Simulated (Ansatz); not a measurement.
# Ge₂H₄F radical: an energy map over angle F1–Ge2–Ge3 and angle H6–Ge3–Ge2

How does the energy of FGe₂H₄, SMILES [F][GeH][GeH3], spin multiplicity 2 change over two coordinates at once? A grid of runs gives the map.

Program: Ansatz 0.2.0. Level of theory: UKS PBE-D4/def2-SVP. These are calculated values, not measurements.

## 1. The starting structure

SMILES `[F][GeH][GeH3]`, 7 atoms, charge 0, spin multiplicity 2.

Atoms are counted from 1 here; the program's logs count them from 0.

Bond lengths: F1–Ge2 1.776 Å, Ge2–Ge3 2.471 Å, Ge2–H4 1.577 Å, Ge3–H5 1.548 Å, Ge3–H6 1.553 Å, Ge3–H7 1.551 Å. Angles: F1–Ge2–Ge3 105.7°, F1–Ge2–H4 103.8°, Ge3–Ge2–H4 113.6°, Ge2–Ge3–H5 108.9°, Ge2–Ge3–H6 111.0°, Ge2–Ge3–H7 108.2°, H5–Ge3–H6 109.5°, H5–Ge3–H7 109.5°, H6–Ge3–H7 109.8°.

Geometry (Å):

```csv
atom,x (Å),y (Å),z (Å)
F1,-2.0565,-1.3426,0.4619
Ge2,-0.4382,-1.4109,-0.2657
Ge3,0.4132,0.9083,-0.2264
H4,0.3576,-2.3909,0.6799
H5,-0.4869,1.7893,-1.1268
H6,0.4133,1.4761,1.2196
H7,1.8588,0.9028,-0.7883
```

This geometry comes from a loose relaxation at PBE in a small basis, which is not shown.

## 3. Setting up the map

- angle F1–Ge2–Ge3: 9 values from 80.5 to 130.5 °
- angle H6–Ge3–Ge2: 9 values from 65.9 to 155.9 °

Nothing else is relaxed (all other coordinates rigid). Energies count from the relaxed molecule at the same level. Points are written as (first, second).

(The set-up runs are not shown.)

## 4. Point (105.5°, 122.1°)

Contents of input.yaml:

```yaml
crystal:
  periodic: [false, false, false]
  atoms:
    - { symbol: F, position_ang: [-2.057052, -1.33809, 0.458969] }
    - { symbol: Ge, position_ang: [-0.437148, -1.41402, -0.266089] }
    - { symbol: Ge, position_ang: [0.412863, 0.906116, -0.227987] }
    - { symbol: H, position_ang: [0.357788, -2.392413, 0.685095] }
    - { symbol: H, position_ang: [-0.488401, 1.790071, -1.124772] }
    - { symbol: H, position_ang: [0.525413, 1.722713, 1.089131] }
    - { symbol: H, position_ang: [1.859014, 0.908264, -0.790384] }
magnetization:
  spin_polarized: true
  initial_magnetization: 1
basis:
  gaussian: { orbitals: def2-SVP }
hamiltonian:
  xc: pbe
  dispersion: d4
output:
  forces: true
```

On the command line:

```sh
> ansatz run input.yaml --threads 1 --pin off --max-ram 2560MiB --backend cpu --events-out ev --progress --plain --runs-dir out
```

The session goes on with these runs: all other points of the grid.

Before running it: what results should come out? Wanted: lowest point; highest computed point; largest force on an atom.

**Answer**, as computed:

| quantity | value |
| --- | --- |
| lowest point | (105.5°, 110.9°), 0 kJ/mol |
| highest computed point | (80.5°, 155.9°), 138 kJ/mol above the lowest |
| largest force on an atom (eV/Å) | 0.00 at (105.5°, 110.9°) to 2.37 at (130.5°, 65.9°); 0.00 at the lowest point |
| time for the whole task | 12 min on 1 thread, shared host |

**Reading.** The lowest computed point is at (105.5°, 110.9°), 0 kJ/mol from the relaxed molecule at the same level. It is the only kind of minimum in the scanned range. The highest computed point, (80.5°, 155.9°), lies 138 kJ/mol above the lowest. Round the minimum the valley is somewhat tilted: raising angle F1–Ge2–Ge3 shifts the best value of angle H6–Ge3–Ge2 upwards (coupling k₁₂/√(k₁₁k₂₂) about −0.1).
